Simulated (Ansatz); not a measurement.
# Zinc, omega (AlB2-type) under LDA: ground state and equation of state

The plan for zinc in the omega (AlB2-type) structure: relax it, solve it on a dense k-mesh, then scale the cell to 7 volumes from 88 to 112 % of the relaxed one and try a fit of the equation of state. Spin polarisation is left out. The k-meshes are 8×8×12 for the relaxation; 11×11×16 for the dense run; 10×10×14 for the volumes.

Program: Ansatz 0.2.0. Level of theory: DFT LDA (PW92), plane waves (420 eV) with PAW, scalar-relativistic; PBE-made PAW files. These are calculated values, not measurements.

**1. The system as given**

The structure is hexagonal, space group P6/mmm (No. 191). The conventional cell has a = 4.413 Å, b = 4.413 Å, c = 2.705 Å, α = 90.00°, β = 90.00°, γ = 120.00°. Zn (site symmetry 6/mmm) has 14 Zn at 2.71 to 2.88 Å as nearest neighbours. Zn (site symmetry -6m2) is surrounded by 11 Zn at 2.55 to 2.88 Å.

As a file:

```
Zn
1.0
     4.41325    0.00000    0.00000
    -2.20662    3.82198    0.00000
     0.00000    0.00000    2.70532
Zn
3
Direct
  0.00000 0.00000 0.00000
  0.33333 0.66667 0.50000
  0.66667 0.33333 0.50000
```

**2. Relaxation of the cell**

input.yaml reads:

```yaml
crystal:
  lattice:
    - [4.4132478742, 0.0, 0.0]
    - [-2.2066239371, 3.8219847722, 0.0]
    - [0.0, 0.0, 2.7053209469]
  atoms:
    - { symbol: Zn, position: [0.0, 0.0, 0.0] }
    - { symbol: Zn, position: [0.3333333333, 0.6666666667, 0.5] }
    - { symbol: Zn, position: [0.6666666667, 0.3333333333, 0.5] }
hamiltonian:
  xc: lda
  pseudopotentials:
    kind: paw
    azcp:
      Zn: "pseudopotentials/Zn.paw.azcp"
basis:
  ecutwfc: 420
  fft_grid_basis: typed
kpoints:
  mp_grid: { grid: [8, 8, 12], shift: [0, 0, 0] }
magnetization:
  spin_polarized: false
scf:
  occupations: { method: fermi_dirac, width: 0.1 }
relax:
  max_steps: 60
  f_tol: 0.01
  cell: {}
```

The runs that follow: Single point on a dense mesh; Volume × 0.88; Volume × 0.92; Volume × 0.96; Volume × 1.0; Volume × 1.04; Volume × 1.08; Volume × 1.12.

**Question.** What will these runs give? Wanted: space group; conventional cell; volume; shortest distance; gap on the mesh; relative to hcp; V₀, B₀, B₀′.

The runs gave:

| quantity | value |
| --- | --- |
| space group (spins left aside) | P6/mmm (No. 191) |
| conventional cell | a = 4.289 Å, c = 2.612 Å (c/a = 0.609) |
| volume | 13.869 Å³/atom |
| shortest distance | 2.476 Å |
| gap on the mesh | none (levels filled in part) |
| relative to hcp | +115 meV/atom |
| V₀, B₀, B₀′ | 13.840 Å³/atom, 94 GPa, 5.4 |

From the guessed start the volume shrank by 8.8 % in 5 steps. Against the reference form of zinc (hcp, computed apart with the same settings) it stands 115 meV/atom higher. No gap shows: it is a metal or semimetal at this level. B₀ comes out at 94 GPa; letting shape and positions relax at each volume could only lower it. The symmetry was held, so the structure may be unstable against distortions that break it.
